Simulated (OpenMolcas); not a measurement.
# Au⁴⁺ among point charges: CASSCF and CASPT2 levels and susceptibility

Aim: the splitting of the states of Au⁴⁺ in the field of 3 point charges, its lowest levels with spin-orbit coupling and its magnetic susceptibility.

Program: OpenMolcas 26.06. Level of theory: state-averaged CASSCF and CASPT2, spin-orbit coupling by RASSI with atomic mean-field integrals. These are calculated values, not measurements, unless marked.

### Step 1. Starting point

```
Species                           : Au⁴⁺ (gold, Z = 79, 75 electrons)
Basis                             : ANO-RCC-VDZP [7s6p4d2f], 59 functions
Scalar Hamiltonian                : DKH2, point nucleus
Inactive shells                   : 1s 2s 2p 3s 3p 3d 4s 4p 4d 4f 5s 5p
Active space                      : 7 electrons in 5 orbitals (5d)
Some configurations of this space : 5d7
Orbitals                          : optimised for each spin and parity, averaged over all roots
```

The outer shells:

5d7
```
5d [↑↓][↑↓][↑ ][↑ ][↑ ]
```

The ion sits among 3 point charges of -2 e arranged as a planar triangle (D3h), 2.14 Å from the ion.

The work runs as a chain of OpenMolcas steps in one folder; each step below is one input file. Labels, J, g values, rates, χT and fits are worked out afterwards by a script from the matrices that RASSI stores.

### Step 2. Basis and integrals

File a.inp:

```
&GATEWAY
Coord
1

Au 0.0 0.0 0.0
Basis=ANO-RCC-VDZP
Group=NoSym
NoMove
AngMom=0.0 0.0 0.0
AMFI
XField
3 Angstrom 0
2.140000 0.000000 0.000000 -2.000000
-1.070000 1.853294 0.000000 -2.000000
-1.070000 -1.853294 0.000000 -2.000000
&SEWARD
```

Started as:

```bash
$ OMP_NUM_THREADS=1 MOLCAS_MEM=1689 MOLCAS_PROJECT=a pymolcas a.inp > a.log
```

### Step 3. Reference wave functions, quartets, 10 roots

File a.inp:

```
&RASSCF
FileOrb=start.orb
Symmetry=1
Spin=4
nActEl=7 0 0
Inactive=34
Ras2=5
CIRoot=10 10 1
SDav=10
CIMx=300
Iter=120 100
PrWF=0.3
OrbListing=Nothing
MaxOrb=0
>>> COPY $Project.JobIph JOB001
```

start.orb holds the contracted functions of the basis, ordered by shell, or the orbitals of the step before.

### Step 4. CASSCF: doublets, 40 roots

File a.inp:

```
&RASSCF
FileOrb=start.orb
Symmetry=1
Spin=2
nActEl=7 0 0
Inactive=34
Ras2=5
CIRoot=40 40 1
SDav=40
CIMx=300
Iter=120 100
PrWF=0.3
OrbListing=Nothing
MaxOrb=0
>>> COPY $Project.JobIph JOB002
```

### Step 5. RASSI: spin-orbit coupling between the states

File a.inp:

```
&RASSI
NrOfJobIphs=2 10 40
1 2 3 4 5 6 7 8 9 10
1 2 3 4 5 6 7 8 9 10 11 12 13 14 15 16 17 18 19 20 21 22 23 24 25 26 27
28 29 30 31 32 33 34 35 36 37 38 39 40
IphNames
JOB001
JOB002
EJob
SpinOrbit
DIPRint=1.0
SOCoupling=1000.0
Subsets=2
Property=9
'ANGMOM' 1 'ANGMOM' 2 'ANGMOM' 3 'MLTPL  1' 1 'MLTPL  1' 2 'MLTPL  1' 3
'AMFI' 1 'AMFI' 2 'AMFI' 3
SOProperty=3
'ANGMOM' 1 'ANGMOM' 2 'ANGMOM' 3
```

### Step 6. CASPT2: IPEA 0.25, imaginary shift 0.1 (closed shells correlated: 4f 5s 5p)

File a.inp:

```
>>> COPY JOB001 $Project.JobIph
&CASPT2
Multistate=10 1 2 3 4 5 6 7 8 9 10
NoMult
Frozen=23
IPEA=0.25
Imaginary=0.1
MaxIter=60
WThr=0.0 0.3 0.05
PrWF=0.5
NoMix
>>> COPY JOB002 $Project.JobIph
&CASPT2
Multistate=40 1 2 3 4 5 6 7 8 9 10 11 12 13 14 15 16 17 18 19 20 21 22
23 24 25 26 27 28 29 30 31 32 33 34 35 36 37 38 39 40
NoMult
Frozen=23
IPEA=0.25
Imaginary=0.1
MaxIter=60
WThr=0.0 0.3 0.05
PrWF=0.5
NoMix
```

(Steps that only read results are left out.)

Q: Predict the outcome of this session. Wanted: spin-free ground state; first state of the same spin within the active space; lowest level; next level.

The runs gave:

| quantity | value |
| --- | --- |
| method | SS-CASPT2, IPEA 0.25, imaginary shift 0.1 (closed shells correlated: 4f 5s 5p) |
| spin-free ground state | 4A2, 1-fold in its orbital part |
| first state of the same spin within the active space | 4E at 302 cm⁻¹ |
| lowest level | 2-fold E1/2, g = 1.36, 6.32, 6.32 |
| next level | 506.3 cm⁻¹ |
| χT at 300 K | 4.06 cm³ K/mol |
| effective moment at 300 K | 5.70 μB |

Cost by method:

```tsv
method	time of its own steps	time with the reference
A. CASSCF	12 s	12 s
B. SS-CASPT2, IPEA 0.25, imaginary shift 0.1, +4f 5s 5p	11 s	23 s
```

Times are of one thread on a shared host.

What this shows: The spin-free ground state (4A2) comes to 93 % from free-ion F terms and keeps the highest spin of the shell. χT at 300 K is 4.06, against 1.88 cm³ K/mol for the spin alone, so orbital moment adds to it. An active space of the d shell alone favours high spin; real ions in strong fields can be low spin. CASPT2 does not keep the components of a term degenerate, and the means are used. The field of point charges can differ much from that of real complexes. With metal d orbitals alone active, the gaps between spin states are rough; where two lie within a few thousand cm-1, their order is open. This is an electrostatic model: the charges have no orbitals.
